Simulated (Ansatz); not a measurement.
# CHNOTe (SMILES O=C1N[Te]1): one structure at several levels

A test off equilibrium: a structure displaced at random from a GFN2-xTB minimum is computed at several levels, and each is set against CCSD(T).

Computed with Ansatz 0.2.0, Gaussian basis. Level: single points in def2-TZVPP.

Correlated methods freeze the cores. Filled d shells of the heavier atoms are correlated. Core potentials replace the inner electrons past krypton, and spin-orbit coupling is left out. B3LYP uses VWN-RPA correlation.

## Step 1: The system as given

5 atoms, charge 0, spin multiplicity 1.

Atoms are counted from 1 here; the program's logs count them from 0.

Bond lengths: O1–C2 1.206 Å, C2–N3 1.224 Å, C2–Te4 2.308 Å, N3–Te4 2.164 Å, N3–H5 1.001 Å. Angles: O1–C2–N3 162.2°, O1–C2–Te4 129.5°, N3–C2–Te4 67.7°, C2–N3–Te4 80.7°, C2–N3–H5 123.7°, Te4–N3–H5 134.4°, C2–Te4–N3 31.6°.

As a file:

```xyz
5
charge 0, multiplicity 1
O    -1.44030   -0.35040    1.04160
C    -0.46320   -0.09270    0.38250
N     0.68660    0.17630    0.05860
Te   -0.31330    0.60590   -1.81210
H     1.48030   -0.37630    0.31830
```

## Step 2: CCSD(T)/def2-TZVPP

Input file run/in.yaml:

```yaml
crystal:
  periodic: [false, false, false]
  atoms:
    - {symbol: O, position_ang: [-1.440300, -0.350400, 1.041600]}
    - {symbol: C, position_ang: [-0.463200, -0.092700, 0.382500]}
    - {symbol: N, position_ang: [0.686600, 0.176300, 0.058600]}
    - {symbol: Te, position_ang: [-0.313300, 0.605900, -1.812100]}
    - {symbol: H, position_ang: [1.480300, -0.376300, 0.318300]}
basis:
  gaussian: {orbitals: def2-TZVPP}
correlation: {method: ccsd_t}
output: {forces: true}
```

No record of the launch command was kept for these runs.

## Step 3: PBE0-D4/def2-TZVPP

Changes to run/in.yaml since step 2:

```diff
@@ -10,3 +10,3 @@
   gaussian: {orbitals: def2-TZVPP}
-correlation: {method: ccsd_t}
-output: {forces: true}
+hamiltonian: {xc: pbe0, dispersion: d4}
+output: {forces: true, orbitals: {seedname: orbitals}}
```

## Step 4: wB97M-V/def2-TZVPP

Changes to run/in.yaml since step 3:

```diff
@@ -10,3 +10,3 @@
   gaussian: {orbitals: def2-TZVPP}
-hamiltonian: {xc: pbe0, dispersion: d4}
-output: {forces: true, orbitals: {seedname: orbitals}}
+hamiltonian: {xc: {name: wB97M-V}}
+output: {forces: true}
```

## Step 5: r2SCAN-D4/def2-TZVPP

Changes to run/in.yaml since step 4:

```diff
@@ -10,3 +10,3 @@
   gaussian: {orbitals: def2-TZVPP}
-hamiltonian: {xc: {name: wB97M-V}}
+hamiltonian: {xc: r2scan, dispersion: d4}
 output: {forces: true}
```

## Step 6: PBE-D4/def2-TZVPP

Changes to run/in.yaml since step 5:

```diff
@@ -10,3 +10,3 @@
   gaussian: {orbitals: def2-TZVPP}
-hamiltonian: {xc: r2scan, dispersion: d4}
+hamiltonian: {xc: pbe, dispersion: d4}
 output: {forces: true}
```

## Step 7: HSE06-D4/def2-TZVPP

Changes to run/in.yaml since step 6:

```diff
@@ -10,3 +10,3 @@
   gaussian: {orbitals: def2-TZVPP}
-hamiltonian: {xc: pbe, dispersion: d4}
+hamiltonian: {xc: hse06, dispersion: d4}
 output: {forces: true}
```

## Step 8: B3LYP-D4/def2-TZVPP

Changes to run/in.yaml since step 7:

```diff
@@ -10,3 +10,3 @@
   gaussian: {orbitals: def2-TZVPP}
-hamiltonian: {xc: hse06, dispersion: d4}
+hamiltonian: {xc: {name: B3LYP}, dispersion: d4}
 output: {forces: true}
```

(Steps that only read results are left out.)

Before running it: what results should come out? Wanted: energy less free atoms, CCSD(T)/def2-TZVPP; RMS force component; RMS force error; HOMO and LUMO, PBE0-D4; T1 diagnostic.

The runs gave:

| quantity | value |
| --- | --- |
| energy less free atoms, CCSD(T)/def2-TZVPP | -1693.3 kJ/mol |
| RMS force component | 2.044 to 2.170 eV/Å over the methods |
| RMS force error | PBE0-D4 0.299, wB97M-V 0.343, r2SCAN-D4 0.146, PBE-D4 0.260, HSE06-D4 0.290, B3LYP-D4 0.227 eV/Å |
| HOMO and LUMO, PBE0-D4 | -6.12 and -2.57 eV |
| T1 diagnostic | 0.017 |

What this shows: Against CCSD(T) the functionals' energies less atoms differ by -250.6 to -92.7 kJ/mol, PBE-D4 by -250.6 kJ/mol. CCSD(T) in triple zeta still lacks some correlation energy of the bonds, so part of these gaps is its own basis error and they don't rank the functionals. For forces r2SCAN-D4 does best and wB97M-V worst. Frozen-core CCSD(T) forces in triple zeta carry basis errors of their own, and this is one geometry, so small gaps rank nothing.
